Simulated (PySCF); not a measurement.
**Pr(BH4)3(H2O): other functionals and bases at one geometry**

One table from this session's results is given with a row withheld; the runs are named, their logs left out.

Computed with PySCF 2.14.0. Level: several levels, as the steps say, no spin–orbit coupling.

1 further run of the same task is left out (for a known fault of the program). Runs told in other sessions of the task aren't counted.

**The starting structure**

19 atoms, charge 0, spin multiplicity 1.

Bond lengths: Pr1–B2 2.578 Å, Pr1–H4 2.364 Å, Pr1–H5 2.401 Å, Pr1–H6 2.413 Å, Pr1–B7 2.575 Å, Pr1–H9 2.410 Å, Pr1–H10 2.400 Å, Pr1–H11 2.357 Å, Pr1–B12 2.563 Å, Pr1–H14 2.377 Å, Pr1–H15 2.370 Å, Pr1–H16 2.387 Å, Pr1–O17 2.507 Å, B2–H3 1.208 Å, B2–H4 1.258 Å, B2–H5 1.254 Å, B2–H6 1.250 Å, B7–H8 1.208 Å and more. Angles: B2–Pr1–H4 29.1°, B2–Pr1–H5 28.9°, B2–Pr1–H6 28.8°, B2–Pr1–B7 121.4°, B2–Pr1–H9 96.5°, B2–Pr1–H10 145.7°, B2–Pr1–H11 115.6°, B2–Pr1–B12 118.1°, B2–Pr1–H14 132.4°, B2–Pr1–H15 125.2°, B2–Pr1–H16 89.3°, B2–Pr1–O17 91.1°, H4–Pr1–H5 49.4°, H4–Pr1–H6 49.6°, H4–Pr1–B7 117.4°, H4–Pr1–H9 103.5°, H4–Pr1–H10 146.0°, H4–Pr1–H11 98.4° and more.

As a file:

```xyz
19
B3H14OPr
Pr    0.10244   -0.10062    0.07514
B     1.27908    1.89311    1.20948
H     1.85741    2.80505    1.75022
H     1.77655    0.77412    1.49589
H     1.32899    1.96061   -0.04191
H     0.07199    1.82713    1.52641
B    -1.89317   -1.28951    1.18687
H    -2.80303   -1.87437    1.72397
H    -1.87662   -0.06796    1.45069
H    -1.91361   -1.39625   -0.06253
H    -0.76857   -1.73364    1.53469
B     1.41375   -1.44022   -1.67273
H     2.02146   -2.07375   -2.50185
H     0.91233   -2.16458   -0.78118
H     0.44997   -0.79972   -2.16295
H     2.12749   -0.59476   -1.08886
O    -1.43074    1.44800   -1.16445
H    -1.29552    2.40278   -1.21904
H    -2.37445    1.28707   -1.29224
```

Formal oxidation states: Pr +3. Each metal's 2 4f electrons lie in its core potential, so multiplicities, spins and levels count the valence alone. An earlier session relaxed this geometry at PBE0, Pr lcecp-1-SVP with ECP48, B def2-SVP, H def2-SVP, O def2-SVP (singlet, point group C1).

At PBE0 on the finer grid: E = -190.815208 Eh, HOMO -8.97 eV, LUMO -1.56 eV, Mulliken charge on Pr1 +0.60 e, largest force component 0.021 eV/Å. 

Levels to run: M06-L; B3LYP; PBE0, TZVP. Hardware: 4 threads of Arm Neoverse V2, shared host.

Set-up of the first run:

The input, run.py (the lines that set the calculation):

```python
mol = gto.M(atom='''
Pr     0.10244    -0.10062     0.07514
B      1.27908     1.89311     1.20948
H      1.85741     2.80505     1.75022
H      1.77655     0.77412     1.49589
H      1.32899     1.96061    -0.04191
H      0.07199     1.82713     1.52641
B     -1.89317    -1.28951     1.18687
H     -2.80303    -1.87437     1.72397
H     -1.87662    -0.06796     1.45069
H     -1.91361    -1.39625    -0.06253
H     -0.76857    -1.73364     1.53469
B      1.41375    -1.44022    -1.67273
H      2.02146    -2.07375    -2.50185
H      0.91233    -2.16458    -0.78118
H      0.44997    -0.79972    -2.16295
H      2.12749    -0.59476    -1.08886
O     -1.43074     1.44800    -1.16445
H     -1.29552     2.40278    -1.21904
H     -2.37445     1.28707    -1.29224''',
    basis={'Pr': 'lcecp-1-SVP', 'B': 'def2-SVP', 'H': 'def2-SVP', 'O': 'def2-SVP'},
    ecp={'Pr': 'lcecp-1-SVP'},
    charge=0, spin=0)
mf = dft.RKS(mol, xc='M06L')
mf.grids.atom_grid = (75, 302)  # f atoms: unpruned, at least (60, 302)
mf = mf.density_fit()  # fitting sets: Pr AutoAux, B def2-universal-JKFIT, H def2-universal-JKFIT, O def2-universal-JKFIT
mf.conv_tol = 1e-08; mf.max_cycle = 55
mf.kernel(dm0)  # dm0: the density of the relaxed state
```

Run with:

```
> OMP_NUM_THREADS=4 python run.py
```

Among the steps run: M06-L; B3LYP; PBE0, TZVP.

One of the session's tables, all rows but one given; the rest of the session is left out.

```
              level  HOMO (eV)  gap (eV)  charge on Pr1 (e)  dipole (D)  largest force component (eV/Å)
PBE0 (relaxed here)      -8.97      7.41               0.60        5.53                            0.02
              M06-L      -7.77      6.07               1.04        5.43                            0.17
              B3LYP      -8.72      6.89               0.39        5.56                            0.17
         PBE0, TZVP          ?         ?                  ?           ?                               ?
```

**Question.** Estimate the row for PBE0, TZVP.

The run gave: HOMO (eV): -9.01; gap (eV): 7.32; charge on Pr1 (e): 1.10; dipole (D): 5.40; largest force component (eV/Å): 0.23. In the column «HOMO (eV)» it is the lowest.

In one basis the HOMO–LUMO gap runs from 6.07 eV (M06-L) to 7.41 eV (PBE0). The largest leftover force, 0.23 eV/Å with PBE0, TZVP, stands at a geometry relaxed at another level. With 4f in the core, its levels are missing from HOMO and gap, and its count is fixed, so no charge can pass from the ligands into it. Total energies of different levels can't be compared.
